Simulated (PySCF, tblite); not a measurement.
# C4H8AsBO2: geometry, infrared bands and NMR shifts

What infrared bands and NMR shifts should C4H8AsBO2 (`C[AsH]B1COC=CO1`) show?

The runs use tblite 0.8.0 and PySCF 2.14.0, with density-fitted response routines of our own; the level of theory stands in each step. All values are computed, except where a source is named. Atoms are numbered from 0 throughout.

**1. The molecule as given**

16 atoms, charge 0, multiplicity 1; geometry from: force field or distance geometry start.

Bonds of the start (Å): C0–As1 1.99, As1–B2 2.05, B2–C3 1.58, C3–O4 1.43, O4–C5 1.41, C5–C6 1.33, C6–O7 1.40, O7–B2 1.49, C0–H8 1.12, C0–H9 1.12, C0–H10 1.09, As1–H11 1.60, C3–H12 1.12, C3–H13 1.12, C5–H14 1.10, C6–H15 1.08.

**2. Optimising the geometry with GFN2-xTB**

What the job is given:

```
{"job": {"kind": "relax", "xc": "GFN2-xTB", "basis": "xTB"}, "charge": 0, "multiplicity": 1}
C      2.783500     0.485100    -0.504700
As     1.646800    -1.131300    -0.770200
B     -0.286100    -0.745800    -0.213100
C     -0.835100    -0.983900     1.248900
O     -1.256200     0.299800     1.705100
C     -2.163200     0.987600     0.870600
C     -2.153900     0.839700    -0.450700
O     -1.242300    -0.013400    -1.089000
H      2.110500     1.378100    -0.577400
H      3.194400     0.494400     0.532200
H      3.589500     0.542300    -1.231500
H      2.189400    -2.162000     0.320100
H     -1.763000    -1.616700     1.264100
H     -0.049800    -1.431800     1.909100
H     -2.904000     1.685100     1.295100
H     -2.868100     1.381800    -1.052400
```

Command:

```bash
$ OMP_NUM_THREADS=1 python probes_run.py task.json out
```

This one command runs all jobs of the session in turn.

**Question.** This job is followed by: GFN2-xTB harmonic vibrations, gas phase; GIAO PBE0/pcSseg-1 NMR shielding, non-relativistic, gas phase. What will the session give for the following? strongest single infrared mode (GFN2-xTB); zero-point energy (GFN2-xTB); ¹³C shifts against TMS (PBE0/pcSseg-1); ¹H shifts against TMS (PBE0/pcSseg-1, means over atoms taken as alike); ⁷⁵As shifts against AsH3 (PBE0/pcSseg-1); ¹¹B shifts against BF3·OEt2 (PBE0/pcSseg-1); ¹⁷O shifts against H2O (PBE0/pcSseg-1).

As calculated:

| quantity | value |
| --- | --- |
| strongest single infrared mode (GFN2-xTB) | 1852 cm⁻¹, 799 km/mol |
| zero-point energy (GFN2-xTB) | 71.7 kcal/mol |
| ¹³C shifts against TMS (PBE0/pcSseg-1) | 141.9, 125.1, 64.6, -0.5 ppm |
| ¹H shifts against TMS (PBE0/pcSseg-1, means over atoms taken as alike) | 6.10, 6.08, 4.56, 2.65, 1.07 ppm |
| ⁷⁵As shifts against AsH3 (PBE0/pcSseg-1) | 244 ppm |
| ¹¹B shifts against BF3·OEt2 (PBE0/pcSseg-1) | 59.5 ppm |
| ¹⁷O shifts against H2O (PBE0/pcSseg-1) | 221.5, 76.7 ppm |

In words: Over 151 steps the energy fell by 1.316 eV; of the close pairs, B2–O7 changed most, 1.489 to 1.334 Å. No mode is imaginary among the 42: a minimum at this level. The strongest single mode, at 1852 cm⁻¹, moves mainly H11. GFN2-xTB is a fitted tight-binding method: band positions and strengths are rough. Its intensities can rank the bands wrongly. At PBE0/pcSseg-1: The widest tensor belongs to O7: span 498 ppm, with a paramagnetic part of -280 ppm. Spin-orbit coupling is left out, which matters for shieldings and couplings at and beside the heavy atoms.
